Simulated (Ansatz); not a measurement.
**C₂H₇NSSi: basis-set convergence**

One table from this session's results is given with a row withheld; the runs are named, their logs left out.

Method: one geometry, several basis sets; program: Ansatz 0.2.0, Gaussian basis.

The runs, in order: PBE0-D4/def2-SVP; ωB97M-V/def2-SVP; PBE0-D4/def2-QZVPP; ωB97M-V/def2-QZVPP; the functionals' def2-TZVPP values are taken from earlier runs.

### Structure used throughout

An earlier PBE0-D4 in a triple-zeta def2 set relaxation fixed the geometry.

SMILES `C=NCS[SiH3]`, 12 atoms, charge 0, spin multiplicity 1.

Atoms are counted from 1 here; the program's logs count them from 0.

Bond lengths: C1–N2 1.258 Å, C1–H6 1.089 Å, C1–H7 1.098 Å, N2–C3 1.433 Å, C3–S4 1.824 Å, C3–H8 1.092 Å, C3–H9 1.098 Å, S4–Si5 2.140 Å, Si5–H10 1.486 Å, Si5–H11 1.482 Å, Si5–H12 1.485 Å. Angles: N2–C1–H6 119.2°, N2–C1–H7 123.1°, H6–C1–H7 117.7°, C1–N2–C3 118.4°, N2–C3–S4 110.1°, N2–C3–H8 108.6°, N2–C3–H9 113.9°, S4–C3–H8 108.2°, S4–C3–H9 106.6°, H8–C3–H9 109.3°, C3–S4–Si5 98.5°, S4–Si5–H10 103.2°, S4–Si5–H11 114.0°, S4–Si5–H12 110.7°, H10–Si5–H11 108.7°, H10–Si5–H12 109.9°, H11–Si5–H12 110.2°.

Set-up of the first run:

Contents of in.yaml:

```yaml
crystal:
  periodic: [false, false, false]
  atoms:
    - {symbol: C, position_ang: [-1.824887, 1.079952, 0.045588]}
    - {symbol: N, position_ang: [-0.868164, 0.356924, -0.335582]}
    - {symbol: C, position_ang: [0.395774, 0.980678, -0.596045]}
    - {symbol: S, position_ang: [1.661751, 0.328520, 0.543848]}
    - {symbol: Si, position_ang: [1.093140, -1.733797, 0.501018]}
    - {symbol: H, position_ang: [-2.787012, 0.617949, 0.260350]}
    - {symbol: H, position_ang: [-1.740038, 2.166370, 0.178094]}
    - {symbol: H, position_ang: [0.699415, 0.739583, -1.616741]}
    - {symbol: H, position_ang: [0.389255, 2.071132, -0.466447]}
    - {symbol: H, position_ang: [2.260254, -2.420723, 1.113547]}
    - {symbol: H, position_ang: [-0.113931, -2.042966, 1.303492]}
    - {symbol: H, position_ang: [0.911344, -2.198623, -0.897122]}
basis:
  gaussian: {orbitals: def2-SVP}
hamiltonian: {xc: pbe0, dispersion: d4}
output: {orbitals: {seedname: orbitals}}
```

Steps of the session up to this table: PBE0-D4 in def2-SVP; ωB97M-V in def2-SVP; PBE0-D4 in def2-QZVPP; ωB97M-V in def2-QZVPP.

One of the session's tables, all rows but one given; the rest of the session is left out.

It belongs to the step «Functionals by basis». 

```
functional       basis  HOMO (eV)
   PBE0-D4    def2-SVP      -6.87
   PBE0-D4  def2-TZVPP      -6.96
   PBE0-D4  def2-QZVPP      -6.98
   ωB97M-V    def2-SVP      -9.03
   ωB97M-V  def2-TZVPP      -9.15
   ωB97M-V  def2-QZVPP          ?
```

Estimate the missing values for ωB97M-V, def2-QZVPP.

**Answer.** HOMO (eV): -9.17. In the column «HOMO (eV)» it is the lowest.
